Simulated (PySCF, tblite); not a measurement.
# C4H9FOSi: geometry, infrared bands and NMR shifts

What infrared bands and NMR shifts should C4H9FOSi (`C[C@@H]1C[C@@H](F)[SiH2]O1`) show?

Programs: tblite 0.8.0 and PySCF 2.14.0, with density-fitted response routines of our own. Each step states its level of theory. These are calculated values for one molecule in the gas phase, unless marked as measured. Atoms are numbered from 0 throughout.

**1. The starting structure**

16 atoms, charge 0, multiplicity 1; geometry from: force field or distance geometry start.

Bonds of the start (Å): C0–C1 1.53, C1–C2 1.53, C2–C3 1.54, C3–F4 1.38, C3–Si5 1.88, Si5–O6 1.69, O6–C1 1.45, C0–H7 1.10, C0–H8 1.09, C0–H9 1.09, C1–H10 1.11, C2–H11 1.10, C2–H12 1.09, C3–H13 1.08, Si5–H14 1.49, Si5–H15 1.48.

**2. Relaxing the molecule with GFN2-xTB**

What the job is given:

```
{"job": {"kind": "relax", "xc": "GFN2-xTB", "basis": "xTB"}, "charge": 0, "multiplicity": 1}
C      2.066300    -0.672900    -0.064500
C      0.676100    -0.342400     0.486800
C     -0.434900    -0.678800    -0.511400
C     -1.705100     0.046200    -0.015600
F     -2.265800    -0.719100     0.985100
Si    -0.978200     1.601700     0.740200
O      0.627500     1.067900     0.810500
H      2.840200    -0.415600     0.671800
H      2.272400    -0.078100    -0.957900
H      2.139100    -1.731900    -0.313000
H      0.527600    -0.913100     1.425700
H     -0.182200    -0.287300    -1.504600
H     -0.600100    -1.754800    -0.590100
H     -2.442500     0.203000    -0.794200
H     -1.485300     1.926300     2.103700
H     -1.062700     2.757800    -0.175500
```

Started as:

```
> OMP_NUM_THREADS=1 python probes_run.py task.json out
```

One launch serves the whole session: the jobs run in the order shown.

**Question.** This job is followed by: GFN2-xTB harmonic vibrations, gas phase; GIAO PBE0/pcSseg-1 NMR shielding, non-relativistic, gas phase. Predict these results of the whole session: strongest single infrared mode (GFN2-xTB); zero-point energy (GFN2-xTB); ¹³C shifts against TMS (PBE0/pcSseg-1); ¹H shifts against TMS (PBE0/pcSseg-1, means over atoms taken as alike); ¹⁹F shifts against CFCl3 (PBE0/pcSseg-1); ²⁹Si shifts against TMS (PBE0/pcSseg-1); ¹⁷O shifts against H2O (PBE0/pcSseg-1).

As calculated:

| quantity | value |
| --- | --- |
| strongest single infrared mode (GFN2-xTB) | 2318 cm⁻¹, 368 km/mol |
| zero-point energy (GFN2-xTB) | 77.2 kcal/mol |
| ¹³C shifts against TMS (PBE0/pcSseg-1) | 95.2, 78.8, 47.2, 25.8 ppm |
| ¹H shifts against TMS (PBE0/pcSseg-1, means over atoms taken as alike) | 5.29, 5.11, 5.04, 4.56, 2.37, 1.39, 1.22 ppm |
| ¹⁹F shifts against CFCl3 (PBE0/pcSseg-1) | -242.6 ppm |
| ²⁹Si shifts against TMS (PBE0/pcSseg-1) | -2.3 ppm |
| ¹⁷O shifts against H2O (PBE0/pcSseg-1) | 54.3 ppm |

In words: Relaxing lowered the energy by 0.187 eV in 46 steps; the close pair that moved most is Si5–O6, from 1.694 to 1.626 Å. No mode is imaginary among the 42: a minimum at this level. The strongest single mode, at 2318 cm⁻¹, moves mainly H15. Unscaled tight-binding wavenumbers are off by several per cent, some by more. Its intensities can rank the bands wrongly. C3 (sp3 CH bonded to F and Si) lies farthest downfield among carbon, at 95.2 ppm; deshielded by the electronegative neighbour. The most deshielded hydrogen is H13 (hydrogen on an sp3 CH bonded to F and Si), at 5.29 ppm: its carbon carries F, which withdraws density. At PBE0/pcSseg-1: The largest span, 127 ppm, is at Si5, where the paramagnetic term is -529 ppm.
